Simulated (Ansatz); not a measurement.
**CH3F2InO: one species, many methods**

Aim: compute CH3F2InO with functionals from several rungs and with coupled cluster. The yardstick is the atomisation energy at the CCSD(T) limit.

Program: Ansatz 0.2.0, Gaussian basis. Level of theory: functionals in def2-TZVPP, the program's frozen cores in correlated methods. These are calculated values, not measurements.

Plan: LDA (SPW92), PBE-D4, revPBE-D4, BLYP-D4, r2SCAN-D4, B97M-V, PBE0-D4, B3LYP-D4, r2SCANh-D4, r2SCAN0-D4, HSE06-D4, BHLYP-D4, CAM-B3LYP-D4, LC-ωPBE, ωB97X-V, ωB97M-V, B2PLYP, PBE-QIDH; CCSD(T)/def2-SVP; CCSD(T)/def2-TZVPP; MP2/def2-QZVPP; extrapolation to the limit; RPA on PBE.

## 1. The relaxed structure

All runs share one geometry, relaxed beforehand with PBE0-D4 in a triple-zeta def2 set. In takes the def2 core potential; no spin-orbit term is included.

SMILES `C[O][In]([F])[F]`, 8 atoms, charge 0, spin multiplicity 1.

Atoms are counted from 1 here; the program's logs count them from 0.

Bond lengths: C1–O2 1.414 Å, C1–H6 1.094 Å, C1–H7 1.096 Å, C1–H8 1.096 Å, O2–In3 1.954 Å, In3–F4 1.936 Å, In3–F5 1.924 Å. Angles: O2–C1–H6 107.1°, O2–C1–H7 112.6°, O2–C1–H8 112.6°, H6–C1–H7 108.1°, H6–C1–H8 108.1°, H7–C1–H8 108.2°, C1–O2–In3 121.6°, O2–In3–F4 121.6°, O2–In3–F5 123.3°, F4–In3–F5 115.1°.

## 2. LDA

This LDA is Slater exchange with PW92 correlation.

Contents of in.yaml:

```yaml
crystal:
  periodic: [false, false, false]
  atoms:
    - {symbol: C, position_ang: [-0.370943, -0.710914, 1.103589]}
    - {symbol: O, position_ang: [0.381278, 0.418477, 0.704406]}
    - {symbol: In, position_ang: [0.524741, 0.940224, -1.172880]}
    - {symbol: F, position_ang: [-0.354659, -0.064442, -2.575264]}
    - {symbol: F, position_ang: [1.533143, 2.465417, -1.771422]}
    - {symbol: H, position_ang: [-0.291245, -0.781907, 2.191884]}
    - {symbol: H, position_ang: [0.009810, -1.643927, 0.673758]}
    - {symbol: H, position_ang: [-1.432125, -0.622919, 0.845938]}
basis:
  gaussian: {orbitals: def2-TZVPP}
hamiltonian: {xc: lda}
output: {orbitals: {seedname: orbitals}}
```

The runs that follow: PBE-D4 (GGA); revPBE-D4 (GGA); BLYP-D4 (GGA); r2SCAN-D4 (meta-GGA); B97M-V (meta-GGA); PBE0-D4 (hybrid); B3LYP-D4 (hybrid); r2SCANh-D4 (hybrid); r2SCAN0-D4 (hybrid); HSE06-D4 (hybrid); BHLYP-D4 (hybrid); CAM-B3LYP-D4 (range-separated); LC-ωPBE (range-separated); ωB97X-V (range-separated); ωB97M-V (range-separated); B2PLYP (double hybrid); PBE-QIDH (double hybrid); CCSD(T) in def2-SVP; CCSD(T) in def2-TZVPP; MP2 in def2-QZVPP; RPA on PBE orbitals.

**Question.** What will the summary of the whole plan be? Wanted: atomisation energy, CCSD(T)/CBS; farthest beyond LDA; mean size of error, GGA; mean size of error, meta-GGA; mean size of error, hybrid; mean size of error, range-separated; mean size of error, double hybrid; gap, smallest and largest; T1 diagnostic.

**Answer**, as computed:

```
                               quantity                                                                value
        atomisation energy, CCSD(T)/CBS                                                        2778.5 kJ/mol
 functionals within 27.8 kJ/mol (1.0 %)  BLYP-D4, r2SCAN-D4, B97M-V, CAM-B3LYP-D4, LC-ωPBE, ωB97X-V, ωB97M-V
                    farthest beyond LDA                                             BHLYP-D4 (-188.6 kJ/mol)
                mean size of error, GGA                                                          39.8 kJ/mol
           mean size of error, meta-GGA                                                          22.5 kJ/mol
             mean size of error, hybrid                                                          88.1 kJ/mol
    mean size of error, range-separated                                                          16.4 kJ/mol
      mean size of error, double hybrid                                                          66.0 kJ/mol
              gap, smallest and largest                            3.08 eV (LDA (SPW92)), 10.88 eV (LC-ωPBE)
                          T1 diagnostic                                                               0.0174
triples share of the correlation energy                                                                3.2 %
```

What this shows: LDA overbinds by 447.8 kJ/mol (16 %). PBE-D4 misses by +45.8 kJ/mol. Double hybrids carry the basis error of their MP2 part in triple zeta, and no dispersion term here, so their miss is partly the set-up's. The rungs range-separated, meta-GGA miss on average by less than the doubt on the reference (27.8 kJ/mol), so they tie. Misses under about 27.8 kJ/mol are within the doubt on the reference itself, which lacks core-valence correlation, spin-orbit coupling and higher excitations, and its outer-core shells are covered unevenly. All levels share the lack of spin-orbit coupling, which lowers the free heavy atoms and so the true binding. Hartree-Fock recovers 67 % of the binding; the rest is correlation. CCSD(T) in def2-SVP is off by -202.7 kJ/mol, worse than the median functional, from the basis alone. The gap grows from 3.1 to 10.9 eV across the functionals, mostly with the share of exact exchange. Correlated methods include outer-core shells of In, which these sets cover unevenly.
